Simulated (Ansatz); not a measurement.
# Ir (bcc type): how the settings move a relaxation

How sensitive is a relaxation of Ir (bcc type) to its settings? A reference run comes first, then one run with altered input.

Method: reference: DFT, LDA, PAW with Ansatz's default frozen-core files, scalar-relativistic, in Ansatz 0.2.0.

1 further run of the same task is left out (it didn't finish). Runs told in other sessions of the task aren't counted.

**1. Starting point**

The structure is cubic, space group Im-3m (No. 229). The conventional cell has a = 3.025 Å, b = 3.025 Å, c = 3.025 Å, α = 90.00°, β = 90.00°, γ = 90.00°. Ir (site symmetry m-3m) is surrounded by 8 Ir at 2.62 Å.

Structure file:

```xyz
1
Lattice="-1.5127 1.5127 1.5127 1.5127 -1.5127 1.5127 1.5127 1.5127 -1.5127" Properties=species:S:1:pos:R:3 pbc="T T T"
Ir    0.0000    0.0000    0.0000
```

**2. Baseline**

File input.yaml:

```yaml
crystal:
  lattice:
    - [-1.5126704496, 1.5126704496, 1.5126704496]
    - [1.5126704496, -1.5126704496, 1.5126704496]
    - [1.5126704496, 1.5126704496, -1.5126704496]
  atoms:
    - { symbol: Ir, position: [0.0, 0.0, 0.0] }
kpoints:
  mp_grid: { grid: [20, 20, 20] }
scf:
  occupations: { method: fermi_dirac, width: 0.08 }
hamiltonian:
  xc: lda
  pseudopotentials: { kind: paw }
output:
  forces: true
  stress: true
relax:
  f_tol: 0.005
  max_steps: 40
  cell: {}
```

The run is started by

```
$ ansatz run input.yaml --threads 1 --pin off --max-ram 2048MiB --backend cpu --events-out ev --progress --plain --runs-dir out
```

**3. Variant: mp_grid.grid [7, 7, 7]**

input.yaml, as its differences from that of step 2:

```diff
@@ -8,3 +8,3 @@
 kpoints:
-  mp_grid: { grid: [20, 20, 20] }
+  mp_grid: { grid: [7, 7, 7] }
 scf:
```

What does the calculation give? Wanted: for each run, ending; energy change; pressure; gap; force.

**Answer**, as computed:

| run | ending | energy change | pressure (GPa) | gap (eV) | force (eV/Å) | cycles | time |
| --- | --- | --- | --- | --- | --- | --- | --- |
| reference | converged | 0 | 0.0 | 0.00 | 0.00 | 23 | 12 s |
| 1: mp_grid.grid [7, 7, 7] | converged | -68.0 meV/atom | 0.0 | 0.00 | 0.00 | 22 | 1.6 s |

Changing the k-point mesh moves the energy by -68.0 meV/atom, and the final volume goes from 14.34 to 14.28 Å³. Sampling errors of the energy have no fixed sign. Cost: 22 SCF cycles against 23, 1.6 s against 12 s.
